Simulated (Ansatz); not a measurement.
# BFH7NOSi3: the cost of one run

Method: RKS PBE/STO-3G, in Ansatz 0.2.0.

1 further run of the same task is left out (it didn't finish).

## (1) The system as given

Bond lengths: F1–B2 1.407 Å, B2–Si3 1.921 Å, Si3–N4 1.831 Å, B2–Si5 1.965 Å, N4–Si5 1.854 Å, Si5–O6 1.732 Å, O6–Si7 1.732 Å, Si3–H8 1.488 Å, Si3–H9 1.511 Å, N4–H10 1.009 Å, Si5–H11 1.443 Å, Si7–H12 1.470 Å, Si7–H13 1.520 Å, Si7–H14 1.461 Å. Angles (14 of 25 angles, heavy atoms first): F1–B2–Si3 137.8°, F1–B2–Si5 139.4°, Si3–B2–Si5 82.7°, B2–Si3–N4 95.6°, Si3–N4–Si5 88.4°, B2–Si5–N4 93.3°, B2–Si5–O6 110.1°, N4–Si5–O6 110.0°, Si5–O6–Si7 104.5°, B2–Si3–H8 114.6°, B2–Si3–H9 114.2°, N4–Si3–H8 108.3°, N4–Si3–H9 110.9°, Si3–N4–H10 105.0°.

As a file:

```xyz
14

F    -2.7895   -1.0429    1.7347
B    -1.4687   -0.7011    1.3902
Si    0.1794   -0.3011    2.2915
N     1.1706   -0.0939    0.7664
Si   -0.3628   -0.4459   -0.2142
O    -0.8646    0.9776   -1.0627
Si    0.2418    1.1036   -2.3892
H     0.7518   -1.4334    3.0695
H     0.1510    0.9789    3.0948
H     1.7187   -0.9380    0.6947
H    -0.2495   -1.6457   -1.0086
H     1.6177    1.2680   -1.8991
H    -0.1950    2.3161   -3.1960
H     0.0862   -0.0714   -3.2433
```

## (2) End point A

File input.yaml:

```yaml
crystal:
  periodic: [false, false, false]
  atoms:
    - { symbol: F, position_ang: [-2.7895, -1.0429, 1.7347] }
    - { symbol: B, position_ang: [-1.4687, -0.7011, 1.3902] }
    - { symbol: Si, position_ang: [0.1794, -0.3011, 2.2915] }
    - { symbol: "N", position_ang: [1.1706, -0.0939, 0.7664] }
    - { symbol: Si, position_ang: [-0.3628, -0.4459, -0.2142] }
    - { symbol: O, position_ang: [-0.8646, 0.9776, -1.0627] }
    - { symbol: Si, position_ang: [0.2418, 1.1036, -2.3892] }
    - { symbol: H, position_ang: [0.7518, -1.4334, 3.0695] }
    - { symbol: H, position_ang: [0.151, 0.9789, 3.0948] }
    - { symbol: H, position_ang: [1.7187, -0.938, 0.6947] }
    - { symbol: H, position_ang: [-0.2495, -1.6457, -1.0086] }
    - { symbol: H, position_ang: [1.6177, 1.268, -1.8991] }
    - { symbol: H, position_ang: [-0.195, 2.3161, -3.196] }
    - { symbol: H, position_ang: [0.0862, -0.0714, -3.2433] }
basis:
  gaussian: { orbitals: STO-3G }
hamiltonian:
  xc: pbe
relax:
  f_tol: 0.015
  max_steps: 40
```

On the command line:

```sh
> ansatz run input.yaml --threads 1 --pin off --max-ram 2048MiB --backend cpu --events-out ev --progress --plain --runs-dir out
```

What time and memory should one allow on 1 thread of Arm Neoverse V1, shared host?

About 80 s, with a peak of 0.19 GiB.
